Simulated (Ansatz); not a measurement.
# Cd: biaxial strain in the a-b plane

One table from this session's results is given with a row withheld; the runs are named, their logs left out.

Computed with Ansatz 0.2.0 (DFT PBEsol, scalar-relativistic, plane waves, PAW, unless a step's input says otherwise).

1 further run of the same task is left out (set aside as unsound or not needed).

### The system as given

Symmetry: P6_3/mmc, No. 194, hexagonal system. The conventional cell has a = 2.944 Å, b = 2.944 Å, c = 5.610 Å, α = 90.00°, β = 90.00°, γ = 120.00°. Cd (site symmetry -6m2) has 12 Cd at 2.94 to 3.28 Å in its first shell of neighbours.

As a file:

```cif
data_structure
_symmetry_space_group_name_H-M 'P 1'
_symmetry_Int_Tables_number 1
_cell_length_a 2.9442
_cell_length_b 2.9442
_cell_length_c 5.6103
_cell_angle_alpha 90.000
_cell_angle_beta 90.000
_cell_angle_gamma 120.000
_cell_volume 42.12
loop_
_atom_site_label
_atom_site_type_symbol
_atom_site_fract_x
_atom_site_fract_y
_atom_site_fract_z
_atom_site_occupancy
Cd1 Cd 0.33333 0.66667 0.25000 1
Cd2 Cd 0.66667 0.33333 0.75000 1
```

It is the result of an earlier relaxation at this level (volume 21.06 Å³/atom; gap on the mesh: none (metal)).

The first run:

input.yaml

```yaml
crystal:
  lattice:
    - [2.944213466, 0.0, 0.0]
    - [-1.472106733, 2.5497636557, 0.0]
    - [0.0, 0.0, 5.6103138558]
  atoms:
    - { symbol: Cd, position: [0.3333333333, 0.6666666667, 0.25] }
    - { symbol: Cd, position: [0.6666666667, 0.3333333333, 0.75] }
basis:
  ecutwfc: 420
kpoints:
  mp_grid: { grid: [24, 24, 10] }
hamiltonian:
  xc: pbesol
scf:
  occupations: { method: gaussian, width: 0.1 }
output:
  forces: true
  stress: true
  eigenvalues: true
```

On the command line:

```console
$ ansatz run input.yaml --threads 1 --pin off --max-ram 2560MiB --backend cpu --events-out ev --progress --plain --runs-dir out
```

Among the steps run: Reference cell for the strains; At -2.0 %; Strain +2.0 %; The cell strained by -4.0 %; At +4.0 %; The cell strained by -6.0 %; The cell strained by +6.0 %.

One of the session's tables, all rows but one given; the rest of the session is left out.

It belongs to the step «Energy and stress against strain (a metal throughout)». Lengths are those of the vectors of the cell that was run; stresses in GPa:

| strain (%) | ΔE (meV/atom) | a (Å) | b (Å) | c (Å) |
| --- | --- | --- | --- | --- |
| -6.0 | 96.4 | 2.768 | 2.768 | 6.069 |
| -4.0 | 42.2 | 2.826 | 2.826 | 5.900 |
| -2.0 | ? | ? | ? | ? |
| +0.0 | 0.0 | 2.944 | 2.944 | 5.610 |
| +2.0 | 4.7 | 3.003 | 3.003 | 5.408 |
| +4.0 | 10.9 | 3.062 | 3.062 | 5.195 |
| +6.0 | 18.0 | 3.121 | 3.121 | 4.982 |

**Question.** Estimate the row for strain (%) = -2.0.

Worked estimate for «ΔE (meV/atom)». A straight line through the neighbours (-4.0, 42.2) and (0.0, 0.0) gives 42.2 + (0.0 − 42.2) × (-2.0 + 4.0) / (0.0 + 4.0) = 21.1; a parabola fitted to 4 rows on both sides gives 11.3.

As computed: ΔE (meV/atom): 10.8; a (Å): 2.885; b (Å): 2.885; c (Å): 5.699. In «ΔE (meV/atom)» the line misses by +10.3 and the parabola by +0.5.

ΔE is over the unstrained cell. Stress in GPa, positive in compression, on the Cartesian axes of the input. 
